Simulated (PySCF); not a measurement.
# C₃H₁₀OSSi₂: magnetic properties

What do calculations give for the magnetic properties of C₃H₁₀OSSi₂ (`CS[SiH2]O/C=C\[SiH3]`)?

Computed with PySCF 2.14.0 and routines of our own; the level stands in each step. Atoms count from 0.

### 1 The starting structure

17 atoms, charge 0, multiplicity 1; geometry from: GFN2-xTB.

### 2 Magnetic properties: GIAO PBE/pcSseg-1

The job: settings as JSON, then the geometry in Å.

```
{"job": {"kind": "mag", "xc": "PBE", "basis": "pcSseg-1", "isotopologues": 2}, "charge": 0, "multiplicity": 1}
C      3.789028     0.341284     0.129638
S      2.142204     0.477113     0.890378
Si     0.995855     0.037726    -0.840259
O     -0.513745     0.162651    -0.288309
C     -1.687959    -0.002583    -0.936699
C     -2.836365     0.179831    -0.304320
Si    -2.846207     0.673364     1.512759
H      4.517114     0.530891     0.910367
H      3.927061    -0.657536    -0.270345
H      3.890291     1.079846    -0.658412
H      1.297686    -1.310676    -1.320203
H      1.278502     1.009163    -1.896800
H     -1.598462    -0.287388    -1.980621
H     -3.748943     0.035975    -0.860139
H     -2.170968     1.960359     1.678863
H     -4.253317     0.791616     1.911943
H     -2.188772    -0.360145     2.312249
```

With the program's defaults for keys left out, this is: GIAO PBE/pcSseg-1 magnetisability, rotational g tensor and spin-rotation constants, non-relativistic, gas phase.

Command:

```
$ OMP_NUM_THREADS=1 python excited_run.py task.json out
```

The driver reads the jobs from task.json and runs them one after another.

Output:

```text
coarse grid: 15416 points
cycle   1  E = -1171.7709362709  dE =  6.076e-01  |g| = 8.132e-01  |ddm| = 3.799e+00
cycle   2  E = -1171.3889627022  dE =  3.820e-01  |g| = 1.575e+00  |ddm| = 2.453e+00
cycle   3  E = -1171.9009202260  dE = -5.120e-01  |g| = 2.033e-01  |ddm| = 1.927e+00
cycle   4  E = -1171.9063960674  dE = -5.476e-03  |g| = 1.155e-01  |ddm| = 2.499e-01
cycle   5  E = -1171.9090505138  dE = -2.654e-03  |g| = 5.032e-02  |ddm| = 1.398e-01
cycle   6  E = -1171.9096982186  dE = -6.477e-04  |g| = 1.592e-02  |ddm| = 5.815e-02
cycle   7  E = -1171.9097637083  dE = -6.549e-05  |g| = 3.601e-03  |ddm| = 1.655e-02
cycle   8  E = -1171.9097671384  dE = -3.430e-06  |g| = 8.203e-04  |ddm| = 5.099e-03
final grid: 134152 points
cycle   9  E = -1171.9803226718  dE = -3.977e-06  |g| = 1.699e-02  |ddm| = 3.122e-02
cycle  10  E = -1171.9801312751  dE =  1.914e-04  |g| = 3.495e-02  |ddm| = 3.761e-02
cycle  11  E = -1171.9803724302  dE = -2.412e-04  |g| = 5.582e-03  |ddm| = 3.000e-02
cycle  12  E = -1171.9803802912  dE = -7.861e-06  |g| = 1.127e-03  |ddm| = 6.038e-03
cycle  13  E = -1171.9803806134  dE = -3.222e-07  |g| = 3.164e-04  |ddm| = 1.343e-03
cycle  14  E = -1171.9803806395  dE = -2.610e-08  |g| = 8.309e-05  |ddm| = 3.705e-04
cycle  15  E = -1171.9803806413  dE = -1.720e-09  |g| = 1.727e-05  |ddm| = 1.087e-04
cycle  16  E = -1171.9803806413  dE = -6.094e-11  |g| = 6.789e-06  |ddm| = 2.550e-05
converged SCF energy = -1171.9803806413

Magnetisability tensor (1e-30 J/T^2)
    -1465.79       14.75       71.48
       14.75    -1515.81       30.67
       71.48       30.67    -1413.84
isotropic -1465.15   principal values   -1525.83  -1512.95  -1356.67
isotropic susceptibility -88.233 1e-6 cm^3/mol

Inertial axes            a          b          c
rot. const./GHz      3.3409     0.6158     0.5280
chi total           -89.047    -83.857    -91.796
chi diamagnetic    -504.235  -2083.325  -2401.186
chi paramagnetic    415.188   1999.468   2309.390
quadrupole/D A        8.276     -0.760     -7.516
g nuclear            0.6032     0.5695     0.5682
g electronic        -0.6517    -0.5784    -0.5729
g total             -0.0484    -0.0089    -0.0047

Spin-rotation constants (kHz, H = +C I.J)
atom  isotope        aa         bb         cc
  7     1H       -0.201     -0.013     -0.059
  8     1H       -0.340     -0.040     -0.016
  9     1H       -0.346     -0.045     -0.009
 10     1H       -0.223     -0.030      0.001
 11     1H       -0.228     -0.033      0.004
 12     1H       -0.289      0.058     -0.057
 13     1H        0.073     -0.019     -0.067
 14     1H       -0.216     -0.043     -0.001
 15     1H        0.135     -0.054     -0.050
 16     1H       -0.223     -0.042     -0.000
  0    13C*       0.440      0.084      0.067
  1    33S*       0.274      0.126      0.115
  2   29Si*      -1.964     -0.403     -0.362
  3    17O*      -0.795     -0.100     -0.046
  4    13C*       1.195      0.298      0.118
  5    13C*       1.109      0.225      0.069
  6   29Si*      -1.855     -0.314     -0.287
* in the singly substituted isotopologue

Isotopologues: g along a, b, c
2H    at 7,8,9,10,11,12    -0.0403    -0.0079    -0.0042
13C   at 0                 -0.0484    -0.0088    -0.0046
```

Wall time 35 s (1 thread of Arm Neoverse V2, shared host); peak memory 0.7 GiB.

Key values:

```csv
quantity,value
magnetisability,-1465·10⁻³⁰ J/T²
molar susceptibility,-88.2·10⁻⁶ cm³/mol
"rotational g (a, b, c)","-0.0484, -0.0089, -0.0047"
```

### 3 Magnetic properties: GIAO BHandHLYP/pcSseg-1

Settings changed since step 2:

```diff
@@ -1,2 +1,2 @@
-{"job": {"kind": "mag", "xc": "PBE", "basis": "pcSseg-1", "isotopologues": 2}, "charge": 0, "multiplicity": 1}
+{"job": {"kind": "mag", "xc": "BHandHLYP", "basis": "pcSseg-1"}, "charge": 0, "multiplicity": 1}
 C      3.789028     0.341284     0.129638
```

With the program's defaults for keys left out, this is: GIAO BHandHLYP/pcSseg-1 magnetisability, rotational g tensor and spin-rotation constants, non-relativistic, gas phase.

Output:

```text
coarse grid: 15416 points
cycle   1  E = -1172.4549947421  dE =  7.798e-01  |g| = 6.275e-01  |ddm| = 3.660e+00
cycle   2  E = -1172.4584515022  dE = -3.457e-03  |g| = 6.644e-01  |ddm| = 1.069e+00
cycle   3  E = -1172.5393185193  dE = -8.087e-02  |g| = 6.774e-02  |ddm| = 5.750e-01
cycle   4  E = -1172.5399891465  dE = -6.706e-04  |g| = 3.578e-02  |ddm| = 8.315e-02
cycle   5  E = -1172.5402876864  dE = -2.985e-04  |g| = 9.430e-03  |ddm| = 3.893e-02
cycle   6  E = -1172.5403083833  dE = -2.070e-05  |g| = 2.136e-03  |ddm| = 9.737e-03
cycle   7  E = -1172.5403096519  dE = -1.269e-06  |g| = 6.443e-04  |ddm| = 2.684e-03
final grid: 134152 points
cycle   8  E = -1172.5775746630  dE = -1.151e-05  |g| = 2.460e-03  |ddm| = 9.072e-03
cycle   9  E = -1172.5775751121  dE = -4.491e-07  |g| = 2.074e-03  |ddm| = 3.439e-03
cycle  10  E = -1172.5775760869  dE = -9.748e-07  |g| = 2.809e-04  |ddm| = 1.502e-03
cycle  11  E = -1172.5775761024  dE = -1.547e-08  |g| = 1.061e-04  |ddm| = 3.456e-04
cycle  12  E = -1172.5775761046  dE = -2.255e-09  |g| = 4.146e-05  |ddm| = 1.277e-04
cycle  13  E = -1172.5775761050  dE = -3.583e-10  |g| = 6.618e-06  |ddm| = 3.750e-05
converged SCF energy = -1172.5775761050

Magnetisability tensor (1e-30 J/T^2)
    -1500.07       13.70       67.45
       13.70    -1528.43       30.10
       67.45       30.10    -1428.19
isotropic -1485.56   principal values   -1542.53  -1533.76  -1380.40
isotropic susceptibility -89.463 1e-6 cm^3/mol

Inertial axes            a          b          c
rot. const./GHz      3.3409     0.6158     0.5280
chi total           -91.055    -84.787    -92.546
chi diamagnetic    -504.639  -2083.985  -2401.538
chi paramagnetic    413.584   1999.198   2308.992
quadrupole/D A        8.161     -0.441     -7.720
g nuclear            0.6032     0.5695     0.5682
g electronic        -0.6492    -0.5783    -0.5728
g total             -0.0459    -0.0088    -0.0046

Spin-rotation constants (kHz, H = +C I.J)
atom  isotope        aa         bb         cc
  7     1H       -0.202     -0.014     -0.059
  8     1H       -0.339     -0.041     -0.017
  9     1H       -0.346     -0.046     -0.011
 10     1H       -0.241     -0.033     -0.002
 11     1H       -0.246     -0.036      0.001
 12     1H       -0.305      0.058     -0.058
 13     1H        0.062     -0.018     -0.067
 14     1H       -0.224     -0.043     -0.002
 15     1H        0.126     -0.054     -0.051
 16     1H       -0.230     -0.043     -0.001
  0    13C*       0.425      0.078      0.064
  1    33S*       0.229      0.119      0.104
  2   29Si*      -1.883     -0.385     -0.337
  3    17O*      -0.658     -0.088     -0.037
  4    13C*       1.189      0.309      0.111
  5    13C*       1.119      0.234      0.064
  6   29Si*      -1.784     -0.307     -0.277
* in the singly substituted isotopologue
```

Run time: 27 s. Hardware: 1 thread of Arm Neoverse V2, shared host; peak memory 0.91 GiB.

Key values:

```
              quantity                      value
       magnetisability           -1486·10⁻³⁰ J/T²
  molar susceptibility         -89.5·10⁻⁶ cm³/mol
rotational g (a, b, c)  -0.0459, -0.0088, -0.0046
```

### 4 Magnetic properties side by side

| level | ξ (10⁻³⁰ J/T²) | g(a) | g(b) | gap (eV) | functions | time |
| --- | --- | --- | --- | --- | --- | --- |
| GIAO PBE/pcSseg-1 | -1465 | -0.0484 | -0.0089 | 4.61 | 190 | 35 s |
| GIAO BHandHLYP/pcSseg-1 | -1486 | -0.0459 | -0.0088 | 8.70 | 190 | 27 s |

### 5 Outcome

```
                                          quantity                      value
       magnetisability (step 2, GIAO PBE/pcSseg-1)           -1465·10⁻³⁰ J/T²
  molar susceptibility (step 2, GIAO PBE/pcSseg-1)         -88.2·10⁻⁶ cm³/mol
rotational g (a, b, c) (step 2, GIAO PBE/pcSseg-1)  -0.0484, -0.0089, -0.0047
                   magnetisability over the levels  -1486 to -1465·10⁻³⁰ J/T²
```

In words: The magnetisability spreads by 1.4 % over 2 levels, from GIAO BHandHLYP/pcSseg-1 (27 s) to GIAO PBE/pcSseg-1 (35 s); the runs took 27 s to 35 s. Two levels can agree by chance, so this spread shows no convergence. Vibrational averaging and real surroundings are missing from these values.
